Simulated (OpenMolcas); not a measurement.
**Cu⁴⁺ among point charges: CASSCF and CASPT2 levels, g values and susceptibility**

Aim: the splitting of the states of Cu⁴⁺ in the field of 6 point charges, its lowest levels with spin-orbit coupling and its magnetic susceptibility.

Method: state-averaged CASSCF and CASPT2, spin-orbit coupling by RASSI with atomic mean-field integrals. Code: OpenMolcas 26.06.

## 1. The system

```
Species                           : Cu⁴⁺ (copper, Z = 29, 25 electrons)
Basis                             : ANO-RCC-VDZP [5s4p2d1f], 34 functions
Scalar Hamiltonian                : DKH2, point nucleus
Inactive shells                   : 1s 2s 2p 3s 3p
Active space                      : 7 electrons in 5 orbitals (3d)
Some configurations of this space : 3d⁷
Orbitals                          : optimised for each spin and parity, averaged over all roots
```

Outer shells as boxes (Hund's rule):

3d7
```
3d [↑↓][↑↓][↑ ][↑ ][↑ ]
```

The ion sits among 6 point charges of -1.3 e arranged as an octahedron (Oh), 1.65 Å from the ion.

The work runs as a chain of OpenMolcas steps in one folder; each step below is one input file. The outputs are cut to the sections that carry results. Labels, J, g values, rates, χT and fits are worked out afterwards by a script from the matrices that RASSI stores. The input lists half of the charges; inversion (Group=XYZ) makes the rest.

## 2. GATEWAY and SEWARD: basis and integrals

The input, a.inp:

```
&GATEWAY
Coord
1

Cu 0.0 0.0 0.0
Basis=ANO-RCC-VDZP
Group=XYZ
NoMove
AngMom=0.0 0.0 0.0
AMFI
XField
3 Angstrom 0
1.650000 0.000000 0.000000 -1.300000
0.000000 1.650000 0.000000 -1.300000
0.000000 0.000000 1.650000 -1.300000
&SEWARD
```

Command:

```sh
$ OMP_NUM_THREADS=1 MOLCAS_MEM=1689 MOLCAS_PROJECT=a pymolcas a.inp > a.log
```

## 3. Reference wave functions, quartets of even parity, 10 roots

The input, a.inp:

```
&RASSCF
FileOrb=start.orb
Symmetry=1
Spin=4
nActEl=7 0 0
Inactive=3 6
Ras2=5 0
CIRoot=10 10 1
SDav=10
CIMx=300
Iter=120 100
PrWF=0.3
OrbListing=Nothing
MaxOrb=0
>>> COPY $Project.JobIph JOB001
```

start.orb holds the contracted functions of the basis, ordered by shell, or the orbitals of the step before.

## 4. Reference wave functions, doublets of even parity, 40 roots

The input, a.inp:

```
&RASSCF
FileOrb=start.orb
Symmetry=1
Spin=2
nActEl=7 0 0
Inactive=3 6
Ras2=5 0
CIRoot=40 40 1
SDav=40
CIMx=300
Iter=120 100
PrWF=0.3
OrbListing=Nothing
MaxOrb=0
>>> COPY $Project.JobIph JOB002
```

## 5. State interaction with spin-orbit coupling

The input, a.inp:

```
&RASSI
NrOfJobIphs=2 10 40
1 2 3 4 5 6 7 8 9 10
1 2 3 4 5 6 7 8 9 10 11 12 13 14 15 16 17 18 19 20 21 22 23 24 25 26 27
28 29 30 31 32 33 34 35 36 37 38 39 40
IphNames
JOB001
JOB002
EJob
SpinOrbit
DIPRint=1.0
SOCoupling=1000.0
Subsets=2
Property=9
'ANGMOM' 1 'ANGMOM' 2 'ANGMOM' 3 'MLTPL  1' 1 'MLTPL  1' 2 'MLTPL  1' 3
'AMFI' 1 'AMFI' 2 'AMFI' 3
SOProperty=3
'ANGMOM' 1 'ANGMOM' 2 'ANGMOM' 3
```

## 6. CASPT2: IPEA 0.25, imaginary shift 0.1 (closed shells correlated: 3s 3p)

The input, a.inp:

```
>>> COPY JOB001 $Project.JobIph
&CASPT2
Multistate=10 1 2 3 4 5 6 7 8 9 10
NoMult
Frozen=2 3
IPEA=0.25
Imaginary=0.1
MaxIter=60
WThr=0.0 0.3 0.05
PrWF=0.5
NoMix
>>> COPY JOB002 $Project.JobIph
&CASPT2
Multistate=40 1 2 3 4 5 6 7 8 9 10 11 12 13 14 15 16 17 18 19 20 21 22
23 24 25 26 27 28 29 30 31 32 33 34 35 36 37 38 39 40
NoMult
Frozen=2 3
IPEA=0.25
Imaginary=0.1
MaxIter=60
WThr=0.0 0.3 0.05
PrWF=0.5
NoMix
```

(Steps that only read results are left out.)

Before running it: what results should come out? Wanted: spin-free ground state; first state of the same spin; lowest level; next level.

The runs gave:

| quantity | value |
| --- | --- |
| method | SS-CASPT2, IPEA 0.25, imaginary shift 0.1 (closed shells correlated: 3s 3p) |
| spin-free ground state | 4T1, 3-fold in its orbital part |
| first state of the same spin | 4T2 at 2420 cm⁻¹ |
| lowest level | 2-fold Γ6, g = 4.88, 4.88, 4.88 |
| next level | 492.4 cm⁻¹ |
| χT at 300 K | 4.21 cm³ K/mol |
| effective moment at 300 K | 5.80 μB |

Cost by method:

| method | time of its own steps | time with the reference |
| --- | --- | --- |
| A. CASSCF | 11 s | 11 s |
| B. SS-CASPT2, IPEA 0.25, imaginary shift 0.1, +3s 3p | 3.2 s | 14 s |

Times are of one thread on a shared host.

**Reading.** The spin-free ground state (4T1) comes to 100 % from free-ion F terms and keeps the highest spin of the shell. χT at 300 K is 4.21, against 1.88 cm³ K/mol for the spin alone, so orbital moment adds to it. An active space of the d shell alone favours high spin; real ions in strong fields can be low spin. A ligand-field fit to the states below 45000 cm-1 gives 10Dq = 3182 cm-1, B = 1396 cm-1 and C = 5549 cm-1 (C/B = 3.98), with a deviation of 780 cm-1. CASPT2 does not keep the components of a term degenerate, and the means are used. Point charges give too small a field for d ions at true ligand charges. With metal d orbitals alone active, the balance of spin states is unreliable (CASSCF favours high spin far more than CASPT2), so the ground spin may be wrong. Point charges carry no covalency, so the field is a model and not that of real ligands.
